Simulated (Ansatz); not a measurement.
# CH₃NSe: basis-set convergence

How large a basis does CH₃NSe need? Two functionals are run in growing sets.

The runs use Ansatz 0.2.0, Gaussian basis; one geometry, several basis sets.

Plan: PBE0-D4/def2-SVP; ωB97M-V/def2-SVP; PBE0-D4/def2-QZVPP; ωB97M-V/def2-QZVPP; the functionals' def2-TZVPP values are taken from earlier runs.

## Step 1: The geometry

An earlier PBE0-D4 in a triple-zeta def2 set relaxation fixed the geometry.

SMILES `N=C[SeH]`, 6 atoms, charge 0, spin multiplicity 1.

Atoms are counted from 1 here; the program's logs count them from 0.

Bond lengths: N1–C2 1.257 Å, N1–H4 1.018 Å, C2–Se3 1.903 Å, C2–H5 1.094 Å, Se3–H6 1.468 Å. Angles: C2–N1–H4 111.3°, N1–C2–Se3 119.6°, N1–C2–H5 126.4°, Se3–C2–H5 114.0°, C2–Se3–H6 94.0°.

## Step 2: PBE0-D4 in def2-SVP

Input file in.yaml:

```yaml
crystal:
  periodic: [false, false, false]
  atoms:
    - {symbol: N, position_ang: [-0.811614, -1.103026, -0.417022]}
    - {symbol: C, position_ang: [-0.109947, -0.090599, -0.168257]}
    - {symbol: Se, position_ang: [0.730134, 0.076603, 1.530557]}
    - {symbol: H, position_ang: [-1.199214, -1.063106, -1.357980]}
    - {symbol: H, position_ang: [0.084432, 0.746486, -0.845508]}
    - {symbol: H, position_ang: [1.348209, 1.369743, 1.212010]}
basis:
  gaussian: {orbitals: def2-SVP}
hamiltonian: {xc: pbe0, dispersion: d4}
output: {orbitals: {seedname: orbitals}}
```

The run is started by

```sh
ansatz run in.yaml --threads 2 --pin off --events-out ev --progress --plain --max-ram 4352MiB
```

The runs that follow: ωB97M-V in def2-SVP; PBE0-D4 in def2-QZVPP; ωB97M-V in def2-QZVPP.

Q: Predict the results of all the runs planned. Wanted: PBE0-D4: double and triple zeta above quadruple; ωB97M-V: double and triple zeta above quadruple.

As calculated:

```
                                       quantity           value
PBE0-D4: double and triple zeta above quadruple  12.53, 1.52 eV
ωB97M-V: double and triple zeta above quadruple  12.58, 1.48 eV
```

**Reading.** For PBE0-D4 the step from double to triple zeta gains 11.00 eV and the next only 1.52 eV. Total energies overstate the basis error of differences, where much of it tends to cancel. The LUMO of ωB97M-V is positive and keeps falling with the basis (2.13 to 1.31 eV): an unbound level that the basis holds in place.
